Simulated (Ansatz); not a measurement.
**CH6ClGeNO: a ladder of functionals and wavefunction methods**

How much do the methods differ for CH6ClGeNO? The plan is to run it at one geometry with functionals of several rungs and with coupled cluster, and see how far each lands from CCSD(T) at the basis-set limit for the atomisation energy.

Program: Ansatz 0.2.0, Gaussian basis. Level of theory: functionals in def2-TZVPP, the program's frozen cores in correlated methods. These are calculated values, not measurements.

Levels to be run: PBE-D4, r2SCAN-D4, PBE0-D4, B3LYP-D4, ωB97X-V, ωB97M-V, B2PLYP; CCSD(T)/def2-TZVPP; MP2/def2-QZVPP; extrapolation to the limit.

**1. Structure used throughout**

An earlier PBE0-D4 in a triple-zeta def2 set relaxation fixed the geometry.

SMILES `[CH3][Ge]([NH2])([OH])[Cl]`, 11 atoms, charge 0, spin multiplicity 1.

Atoms are counted from 1 here; the program's logs count them from 0.

Bond lengths: C1–Ge2 1.929 Å, C1–H6 1.091 Å, C1–H7 1.090 Å, C1–H8 1.089 Å, Ge2–N3 1.810 Å, Ge2–O4 1.767 Å, Ge2–Cl5 2.185 Å, N3–H9 1.010 Å, N3–H10 1.010 Å, O4–H11 0.960 Å. Angles: Ge2–C1–H6 110.1°, Ge2–C1–H7 109.2°, Ge2–C1–H8 109.7°, H6–C1–H7 109.4°, H6–C1–H8 108.9°, H7–C1–H8 109.6°, C1–Ge2–N3 112.0°, C1–Ge2–O4 114.2°, C1–Ge2–Cl5 107.6°, N3–Ge2–O4 104.5°, N3–Ge2–Cl5 113.7°, O4–Ge2–Cl5 104.7°, Ge2–N3–H9 114.4°, Ge2–N3–H10 115.9°, H9–N3–H10 109.7°, Ge2–O4–H11 111.7°.

**2. PBE-D4 (GGA)**

Input file in.yaml:

```yaml
crystal:
  periodic: [false, false, false]
  atoms:
    - {symbol: C, position_ang: [-1.400673, 0.205292, 0.751384]}
    - {symbol: Ge, position_ang: [0.171311, -0.042559, -0.337914]}
    - {symbol: N, position_ang: [1.694612, 0.063342, 0.634352]}
    - {symbol: O, position_ang: [0.260872, -1.618269, -1.132505]}
    - {symbol: Cl, position_ang: [0.072166, 1.399087, -1.976805]}
    - {symbol: H, position_ang: [-1.369328, 1.181341, 1.236933]}
    - {symbol: H, position_ang: [-1.436466, -0.576033, 1.511144]}
    - {symbol: H, position_ang: [-2.291610, 0.149343, 0.127003]}
    - {symbol: H, position_ang: [2.532648, -0.179836, 0.125142]}
    - {symbol: H, position_ang: [1.839043, 0.928316, 1.134948]}
    - {symbol: H, position_ang: [-0.007273, -1.566825, -2.052981]}
basis:
  gaussian: {orbitals: def2-TZVPP}
hamiltonian: {xc: pbe, dispersion: d4}
output: {forces: true, orbitals: {seedname: orbitals}}
```

On the command line:

```
ansatz run in.yaml --threads 2 --pin off --events-out ev --progress --plain --max-ram 32768MiB --backend cpu
```

After this run come: r2SCAN-D4 (meta-GGA); PBE0-D4 (hybrid); B3LYP-D4 (hybrid); ωB97X-V (range-separated); ωB97M-V (range-separated); B2PLYP (double hybrid); CCSD(T) in def2-TZVPP; MP2 in def2-QZVPP.

Before running them: what should the planned runs give, taken together? Wanted: atomisation energy, CCSD(T)/CBS; farthest; mean size of error, hybrid; mean size of error, range-separated; gap, smallest and largest; T1 diagnostic; triples share of the correlation energy.

**Answer**, as computed:

```
                               quantity                                           value
        atomisation energy, CCSD(T)/CBS                                       40.390 eV
    functionals within 0.404 eV (1.0 %)  r2SCAN-D4, PBE0-D4, B3LYP-D4, ωB97X-V, ωB97M-V
                               farthest                              B2PLYP (-0.679 eV)
             mean size of error, hybrid                                        0.349 eV
    mean size of error, range-separated                                        0.066 eV
              gap, smallest and largest            5.74 eV (PBE-D4), 12.58 eV (ωB97X-V)
                          T1 diagnostic                                          0.0103
triples share of the correlation energy                                           3.8 %
```

In words: PBE-D4 misses by +0.454 eV. Double hybrids carry the basis error of their MP2 part in triple zeta, and no dispersion term here, so their miss is partly the set-up's. The reference freezes the cores and leaves out relativity and excitations past (T), and its outer-core shells are covered unevenly, so misses under about 0.404 eV can't be ranked. Hartree-Fock recovers 70 % of the binding; the rest is correlation. The gap grows from 5.7 to 12.6 eV across the functionals, mostly with the share of exact exchange. Correlated methods include outer-core shells of Ge, which these sets cover unevenly.
